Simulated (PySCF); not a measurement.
# F₂H₄SSi₂: electronic excitations at several levels of theory

Aim: compute the electronic excitations of F₂H₄SSi₂ (`F[SiH2]S[SiH2]F`) at several levels, and see how far they spread and what each costs.

Computed with PySCF 2.14.0, with density-fitted response routines of our own, on a single molecule in the gas phase. Atoms are numbered from 0 throughout.

### 1 The molecule as given

9 atoms, charge 0, multiplicity 1; geometry from: PBE0-D3(BJ)/def2-SVP.

Bonds of the start (Å): F0–Si1 1.62, Si1–S2 2.14, S2–Si3 2.14, Si3–F4 1.62, Si1–H5 1.48, Si1–H6 1.49, Si3–H7 1.48, Si3–H8 1.49.

### 2 TDDFT and polarisability: PBE0/def2-TZVP

The job: settings as JSON, then the geometry in Å.

```
{"job": {"kind": "uv", "xc": "PBE0", "basis": "def2-TZVP"}, "charge": 0, "multiplicity": 1}
F     -1.849585     0.373730     1.557446
Si    -1.603571    -0.146130     0.041176
S      0.077538    -1.462537    -0.031754
Si     1.621719     0.012297    -0.052020
F      1.842895     0.583175    -1.553558
H     -2.785092    -0.936276    -0.381659
H     -1.363291     1.056047    -0.797310
H      2.869496    -0.663563     0.377441
H      1.247858     1.165807     0.806126
```

Level: TDDFT PBE0/def2-TZVP, vertical, gas phase, core orbitals frozen in the response.

Run with:

```console
OMP_NUM_THREADS=1 python probes_run.py task.json out
```

One launch serves the whole session: the jobs run in the order shown.

What it wrote:

```text
coarse grid: 9528 points
cycle   1  E = -1178.8933418008  dE =  2.382e-01  |g| = 7.669e-01  |ddm| = 2.393e+00
cycle   2  E = -1178.7412910337  dE =  1.521e-01  |g| = 1.279e+00  |ddm| = 9.653e-01
cycle   3  E = -1178.9889393278  dE = -2.476e-01  |g| = 6.494e-02  |ddm| = 5.985e-01
cycle   4  E = -1178.9895783569  dE = -6.390e-04  |g| = 3.613e-02  |ddm| = 8.119e-02
cycle   5  E = -1178.9898872201  dE = -3.089e-04  |g| = 5.782e-03  |ddm| = 3.254e-02
cycle   6  E = -1178.9898945069  dE = -7.287e-06  |g| = 1.382e-03  |ddm| = 4.874e-03
final grid: 80296 points
cycle   7  E = -1178.9966433667  dE = -3.116e-05  |g| = 5.126e-03  |ddm| = 1.652e-02
cycle   8  E = -1178.9966417203  dE =  1.646e-06  |g| = 5.533e-03  |ddm| = 6.934e-03
cycle   9  E = -1178.9966471308  dE = -5.411e-06  |g| = 1.118e-03  |ddm| = 3.998e-03
cycle  10  E = -1178.9966473139  dE = -1.830e-07  |g| = 1.522e-04  |ddm| = 5.393e-04
cycle  11  E = -1178.9966473201  dE = -6.204e-09  |g| = 4.439e-05  |ddm| = 1.793e-04
cycle  12  E = -1178.9966473206  dE = -5.011e-10  |g| = 1.707e-05  |ddm| = 4.673e-05
converged SCF energy = -1178.9966473206

Static polarisability (au): isotropic 67.341, principal 53.463 64.928 83.633

Singlet excitations
state   eV       nm        f      main configurations
  1   6.6009    187.8   0.04402   H->L 0.96
  2   7.0542    175.8   0.00194   H->L+3 0.77, H->L+2 0.18
  3   7.0765    175.2   0.02999   H->L+1 0.91
  4   7.3057    169.7   0.00128   H-1->L 0.90
  5   7.4829    165.7   0.01375   H->L+4 0.91
  6   7.5844    163.5   0.00483   H->L+2 0.65, H->L+3 0.14, H-1->L 0.08
  7   7.7888    159.2   0.00872   H-2->L 0.94
  8   8.0286    154.4   0.06009   H-1->L+1 0.91
  9   8.2160    150.9   0.00441   H-1->L+2 0.73, H-1->L+3 0.10, H-3->L 0.09
 10   8.2995    149.4   0.00681   H-2->L+1 0.43, H-1->L+3 0.38, H-1->L+2 0.12

Triplet excitations (Tamm-Dancoff, eV): 6.0630 6.5369 6.5915 6.8932
```

Wall time 23 s (1 thread of Arm Neoverse V1, shared host); peak memory 0.81 GiB.

The orbitals next to the gap, with their largest atomic shares:

```
orbital      eV                        atoms
 HOMO−3  -10.45  S2 19 %, Si1 18 %, Si3 18 %
 HOMO−2   -9.67  Si1 20 %, Si3 20 %, S2 18 %
 HOMO−1   -9.24  S2 52 %, Si3 12 %, Si1 12 %
   HOMO   -8.37  S2 75 %, Si1 10 %, Si3 10 %
   LUMO   -0.50   Si1 41 %, Si3 41 %, S2 9 %
 LUMO+1    0.09  Si1 41 %, Si3 37 %, S2 15 %
 LUMO+2    0.29  Si3 38 %, Si1 35 %, S2 14 %
```

With each of the 10 states as a Gaussian band of 0.4 eV half-width at 1/e, the curve within the window shown has maxima at 183 nm (ε 2,200), 155 nm (ε 3,200) L/(mol cm). Beyond the last state computed it falls off for lack of states. The curve at chosen wavelengths:

(nm, ε (L/mol/cm)): (144, 552), (146, 1033), (149, 2000), (151, 2620), (154, 3134), (156, 3110), (159, 2691), (161, 2340), (164, 1945), (166, 1819), (169, 1802), (171, 1860), (174, 1982), (176, 2063), (179, 2170), (181, 2223), (184, 2246), (186, 2197), (189, 1999), (191, 1789), (194, 1399), (196, 1126), (199, 751), (201, 545), (204, 314), (206, 207)

Ground-state properties from the same run:

```
           property  computed
  dipole moment (D)      0.08
polarisability (Å³)      9.98
 HOMO–LUMO gap (eV)      7.88
      −ε(HOMO) (eV)      8.37
```

### 3 Excited states and response: PBE0/aug-cc-pVDZ

The job, as its differences from that of step 2:

```diff
@@ -1,2 +1,2 @@
-{"job": {"kind": "uv", "xc": "PBE0", "basis": "def2-TZVP"}, "charge": 0, "multiplicity": 1}
+{"job": {"kind": "uv", "xc": "PBE0", "basis": "aug-cc-pVDZ"}, "charge": 0, "multiplicity": 1}
 F     -1.849585     0.373730     1.557446
```

Level: TDDFT PBE0/aug-cc-pVDZ, vertical, gas phase, core orbitals frozen in the response.

What it wrote:

```text
coarse grid: 9528 points
cycle   1  E = -1178.7809799412  dE =  2.985e-01  |g| = 6.908e-01  |ddm| = 5.966e+00
cycle   2  E = -1178.6517665913  dE =  1.292e-01  |g| = 1.136e+00  |ddm| = 2.522e+00
cycle   3  E = -1178.8688557154  dE = -2.171e-01  |g| = 6.258e-02  |ddm| = 1.379e+00
cycle   4  E = -1178.8696736268  dE = -8.179e-04  |g| = 2.914e-02  |ddm| = 2.167e-01
cycle   5  E = -1178.8699425318  dE = -2.689e-04  |g| = 4.452e-03  |ddm| = 7.505e-02
cycle   6  E = -1178.8699495218  dE = -6.990e-06  |g| = 3.869e-04  |ddm| = 1.251e-02
final grid: 80296 points
cycle   7  E = -1178.8828328518  dE = -8.738e-06  |g| = 3.310e-03  |ddm| = 6.347e-02
cycle   8  E = -1178.8828316659  dE =  1.186e-06  |g| = 3.718e-03  |ddm| = 1.740e-02
cycle   9  E = -1178.8828362054  dE = -4.540e-06  |g| = 3.100e-04  |ddm| = 9.397e-03
cycle  10  E = -1178.8828362332  dE = -2.782e-08  |g| = 9.328e-05  |ddm| = 6.201e-04
cycle  11  E = -1178.8828362346  dE = -1.379e-09  |g| = 3.379e-05  |ddm| = 1.623e-04
cycle  12  E = -1178.8828362348  dE = -2.133e-10  |g| = 6.967e-06  |ddm| = 5.946e-05
converged SCF energy = -1178.8828362348

Static polarisability (au): isotropic 72.912, principal 60.259 69.968 88.508

Singlet excitations
state   eV       nm        f      main configurations
  1   6.4953    190.9   0.03987   H->L 0.95
  2   6.8551    180.9   0.00207   H->L+2 0.72, H->L+3 0.18
  3   6.8640    180.6   0.04392   H->L+1 0.93
  4   7.2476    171.1   0.00106   H-1->L 0.68, H->L+3 0.23
  5   7.3621    168.4   0.01065   H->L+4 0.60, H->L+5 0.29
  6   7.3971    167.6   0.00325   H->L+3 0.45, H-1->L 0.28, H->L+2 0.14
  7   7.7250    160.5   0.01410   H-2->L 0.78, H->L+5 0.11
  8   7.7605    159.8   0.00905   H->L+5 0.48, H->L+4 0.30, H-2->L 0.14
  9   7.8181    158.6   0.09003   H-1->L+1 0.89
 10   8.0119    154.8   0.02495   H-1->L+2 0.84

Triplet excitations (Tamm-Dancoff, eV): 6.0343 6.3950 6.5016 6.7980
```

Wall time 19 s (1 thread of Arm Neoverse V1, shared host); peak memory 0.74 GiB.

Key values: HOMO -8.36 eV, LUMO -0.64 eV; lowest singlet 6.50 eV.

### 4 Excited states and response: PBE0/def2-TZVPD

The job, as its differences from that of step 3:

```diff
@@ -1,2 +1,2 @@
-{"job": {"kind": "uv", "xc": "PBE0", "basis": "aug-cc-pVDZ"}, "charge": 0, "multiplicity": 1}
+{"job": {"kind": "uv", "xc": "PBE0", "basis": "def2-TZVPD"}, "charge": 0, "multiplicity": 1}
 F     -1.849585     0.373730     1.557446
```

With the program's defaults for keys left out, this is: TDDFT PBE0/def2-TZVPD, vertical, gas phase, core orbitals frozen in the response.

What it wrote:

```text
coarse grid: 9528 points
cycle   1  E = -1178.8950522381  dE =  2.414e-01  |g| = 7.690e-01  |ddm| = 2.380e+00
cycle   2  E = -1178.7376667625  dE =  1.574e-01  |g| = 1.293e+00  |ddm| = 1.056e+00
cycle   3  E = -1178.9909832319  dE = -2.533e-01  |g| = 6.742e-02  |ddm| = 6.576e-01
cycle   4  E = -1178.9916773258  dE = -6.941e-04  |g| = 3.689e-02  |ddm| = 9.342e-02
cycle   5  E = -1178.9920008131  dE = -3.235e-04  |g| = 6.038e-03  |ddm| = 3.575e-02
cycle   6  E = -1178.9920087867  dE = -7.974e-06  |g| = 1.400e-03  |ddm| = 6.283e-03
final grid: 80296 points
cycle   7  E = -1178.9987571791  dE = -3.211e-05  |g| = 5.114e-03  |ddm| = 3.111e-02
cycle   8  E = -1178.9987555342  dE =  1.645e-06  |g| = 5.512e-03  |ddm| = 7.872e-03
cycle   9  E = -1178.9987609309  dE = -5.397e-06  |g| = 1.133e-03  |ddm| = 4.481e-03
cycle  10  E = -1178.9987611205  dE = -1.896e-07  |g| = 1.578e-04  |ddm| = 5.633e-04
cycle  11  E = -1178.9987611271  dE = -6.639e-09  |g| = 4.504e-05  |ddm| = 1.917e-04
cycle  12  E = -1178.9987611277  dE = -5.170e-10  |g| = 1.773e-05  |ddm| = 5.210e-05
converged SCF energy = -1178.9987611277

Static polarisability (au): isotropic 72.866, principal 60.085 70.040 88.473

Singlet excitations
state   eV       nm        f      main configurations
  1   6.4708    191.6   0.03915   H->L 0.96
  2   6.8559    180.8   0.00160   H->L+2 0.72, H->L+3 0.22
  3   6.8992    179.7   0.03809   H->L+1 0.94
  4   7.1869    172.5   0.00074   H-1->L 0.87, H->L+3 0.09
  5   7.2452    171.1   0.01174   H->L+4 0.75, H->L+5 0.18
  6   7.4151    167.2   0.00342   H->L+3 0.57, H->L+2 0.19, H-1->L 0.10
  7   7.6594    161.9   0.01039   H-2->L 0.93
  8   7.8037    158.9   0.08132   H-1->L+1 0.90
  9   7.9114    156.7   0.03883   H->L+5 0.73, H->L+4 0.20
 10   8.0414    154.2   0.01354   H-1->L+2 0.75, H-1->L+3 0.12

Triplet excitations (Tamm-Dancoff, eV): 5.9622 6.3986 6.4563 6.7775
```

It took 36 s on 1 thread of Arm Neoverse V1, shared host; peak memory 0.92 GiB.

Key values: HOMO -8.40 eV, LUMO -0.68 eV; lowest singlet 6.47 eV.

### 5 TDDFT and polarisability: PBE0/6-31+G*

The job, as its differences from that of step 4:

```diff
@@ -1,2 +1,2 @@
-{"job": {"kind": "uv", "xc": "PBE0", "basis": "def2-TZVPD"}, "charge": 0, "multiplicity": 1}
+{"job": {"kind": "uv", "xc": "PBE0", "basis": "6-31+G*"}, "charge": 0, "multiplicity": 1}
 F     -1.849585     0.373730     1.557446
```

Method: TDDFT PBE0/6-31+G*, vertical, gas phase, core orbitals frozen in the response.

What it wrote:

```text
coarse grid: 9528 points
cycle   1  E = -1178.7639902597  dE =  2.682e-01  |g| = 6.796e-01  |ddm| = 2.741e+00
cycle   2  E = -1178.6452848654  dE =  1.187e-01  |g| = 1.104e+00  |ddm| = 1.329e+00
cycle   3  E = -1178.8508332144  dE = -2.055e-01  |g| = 6.283e-02  |ddm| = 7.523e-01
cycle   4  E = -1178.8517664944  dE = -9.333e-04  |g| = 2.706e-02  |ddm| = 1.328e-01
cycle   5  E = -1178.8520094413  dE = -2.429e-04  |g| = 3.576e-03  |ddm| = 5.405e-02
cycle   6  E = -1178.8520138807  dE = -4.439e-06  |g| = 4.444e-04  |ddm| = 7.738e-03
final grid: 80296 points
cycle   7  E = -1178.8125592775  dE = -7.809e-06  |g| = 3.259e-03  |ddm| = 2.314e-02
cycle   8  E = -1178.8125582004  dE =  1.077e-06  |g| = 3.674e-03  |ddm| = 1.173e-02
cycle   9  E = -1178.8125627743  dE = -4.574e-06  |g| = 1.625e-04  |ddm| = 6.545e-03
cycle  10  E = -1178.8125627830  dE = -8.717e-09  |g| = 4.189e-05  |ddm| = 3.948e-04
cycle  11  E = -1178.8125627835  dE = -5.032e-10  |g| = 1.525e-05  |ddm| = 7.328e-05
converged SCF energy = -1178.8125627835

Static polarisability (au): isotropic 64.919, principal 51.579 62.938 80.241

Singlet excitations
state   eV       nm        f      main configurations
  1   6.5450    189.4   0.04637   H->L 0.95
  2   6.9123    179.4   0.00116   H->L+2 0.69, H->L+3 0.25
  3   6.9469    178.5   0.05029   H->L+1 0.95
  4   7.3100    169.6   0.00035   H-1->L 0.72, H->L+3 0.19
  5   7.4828    165.7   0.00459   H->L+3 0.44, H-1->L 0.26, H->L+2 0.19
  6   7.6521    162.0   0.01377   H->L+4 0.84, H->L+5 0.10
  7   7.8528    157.9   0.00437   H-2->L 0.90
  8   7.9345    156.3   0.11310   H-1->L+1 0.88
  9   8.0536    153.9   0.00850   H->L+5 0.82, H->L+4 0.11
 10   8.0948    153.2   0.02410   H-1->L+2 0.81, H-1->L+3 0.09

Triplet excitations (Tamm-Dancoff, eV): 6.1219 6.4985 6.5444 6.8766
```

Wall time 10 s (1 thread of Arm Neoverse V1, shared host); peak memory 0.55 GiB.

Key values: HOMO -8.40 eV, LUMO -0.64 eV; lowest singlet 6.54 eV.

### 6 Run by run: electronic excitations

Excitations and ground-state properties, with basis size and wall time:

```
             run  lowest singlet (eV)  brightest (eV)      f  gap (eV)  α (Å³)  μ (D)  functions  time
  PBE0/def2-TZVP                 6.60            8.03  0.060      7.88    9.98   0.08        197  23 s
PBE0/aug-cc-pVDZ                 6.50            7.82  0.090      7.71   10.80   0.04        163  19 s
 PBE0/def2-TZVPD                 6.47            7.80  0.081      7.72   10.80   0.09        248  36 s
    PBE0/6-31+G*                 6.54            7.93  0.113      7.76    9.62   0.16        110  10 s
```

### 7 Summary of results

```
                                quantity                        value
         lowest singlet (PBE0/def2-TZVP)  6.60 eV (188 nm), f = 0.044
brightest single state of those computed  state 8, 8.03 eV, f = 0.060
                          lowest triplet                      6.06 eV
             range of the lowest singlet              6.47 to 6.60 eV
```

What this shows: Single values in the summary come from the first sound run of each kind (PBE0/def2-TZVP), which need not be the best level. The lowest singlet, at 6.60 eV, is HOMO→LUMO 0.96 and is weak; of the 10 states computed, the strongest absorption comes from state 8 at 8.03 eV. The lowest triplet lies 0.54 eV below the lowest singlet (triplets in Tamm-Dancoff, singlets in full TDDFT). The basis of PBE0/def2-TZVP has no diffuse functions, so Rydberg states are missing and the high states are unreliable. The lowest singlet runs from 6.47 eV (PBE0/def2-TZVPD) to 6.60 eV (PBE0/def2-TZVP), while the orbital gap spans 7.71 to 7.88 eV. The lowest state need not be the same one in every run.
